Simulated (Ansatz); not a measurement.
# H2I3NZr: small, medium and large basis sets

One table from this session's results is given with a row withheld; the runs are named, their logs left out.

Program: Ansatz 0.2.0, Gaussian basis. Level of theory: one geometry, several basis sets. These are calculated values, not measurements.

The runs, in order: PBE0-D4/def2-SVP; ωB97M-V/def2-SVP; PBE0-D4/def2-QZVPP; ωB97M-V/def2-QZVPP; the functionals' def2-TZVPP values are taken from earlier runs.

### Structure used throughout

The geometry comes from an earlier relaxation with PBE0-D4 in a triple-zeta def2 set; it is a stationary point, not always the lowest conformer. Zr, I take the def2 core potential; no spin-orbit term is included.

SMILES `[NH2][Zr]([I])([I])[I]`, 7 atoms, charge 0, spin multiplicity 1.

Atoms are counted from 1 here; the program's logs count them from 0.

Bond lengths: N1–Zr2 1.982 Å, N1–H6 1.012 Å, N1–H7 1.012 Å, Zr2–I3 2.699 Å, Zr2–I4 2.699 Å, Zr2–I5 2.708 Å. Angles: Zr2–N1–H6 125.1°, Zr2–N1–H7 125.2°, H6–N1–H7 109.7°, N1–Zr2–I3 107.3°, N1–Zr2–I4 107.3°, N1–Zr2–I5 108.3°, I3–Zr2–I4 114.2°, I3–Zr2–I5 109.8°, I4–Zr2–I5 109.8°.

The first run:

File in.yaml:

```yaml
crystal:
  periodic: [false, false, false]
  atoms:
    - {symbol: N, position_ang: [-0.455868, 0.750631, 0.981395]}
    - {symbol: Zr, position_ang: [0.221011, -0.402650, -0.481714]}
    - {symbol: I, position_ang: [2.114142, -2.010509, 0.575088]}
    - {symbol: I, position_ang: [-1.898938, -1.719563, -1.509724]}
    - {symbol: I, position_ang: [1.323373, 1.185970, -2.377718]}
    - {symbol: H, position_ang: [-1.386812, 1.145916, 1.028239]}
    - {symbol: H, position_ang: [0.083093, 1.050214, 1.784425]}
basis:
  gaussian: {orbitals: def2-SVP}
hamiltonian: {xc: pbe0, dispersion: d4}
output: {orbitals: {seedname: orbitals}}
```

Run with:

```
$ ansatz run in.yaml --threads 4 --pin off --events-out ev --progress --plain --max-ram 11315MiB
```

Among the steps run: PBE0-D4 in def2-SVP; ωB97M-V in def2-SVP; PBE0-D4 in def2-QZVPP; ωB97M-V in def2-QZVPP.

One of the session's tables, all rows but one given; the rest of the session is left out.

It belongs to the step «Density functionals: the series». 

```
functional       basis  HOMO (eV)  LUMO (eV)
   PBE0-D4    def2-SVP      -7.59      -2.58
   PBE0-D4  def2-TZVPP          ?          ?
   PBE0-D4  def2-QZVPP      -7.63      -2.56
   ωB97M-V    def2-SVP      -9.57      -0.64
   ωB97M-V  def2-TZVPP      -9.62      -0.65
   ωB97M-V  def2-QZVPP      -9.63      -0.64
```

Q: Estimate the row for PBE0-D4, def2-TZVPP from the others.

As computed: HOMO (eV): -7.61; LUMO (eV): -2.56. In the column «HOMO (eV)» it lies between PBE0-D4, def2-QZVPP (-7.63) and PBE0-D4, def2-SVP (-7.59).
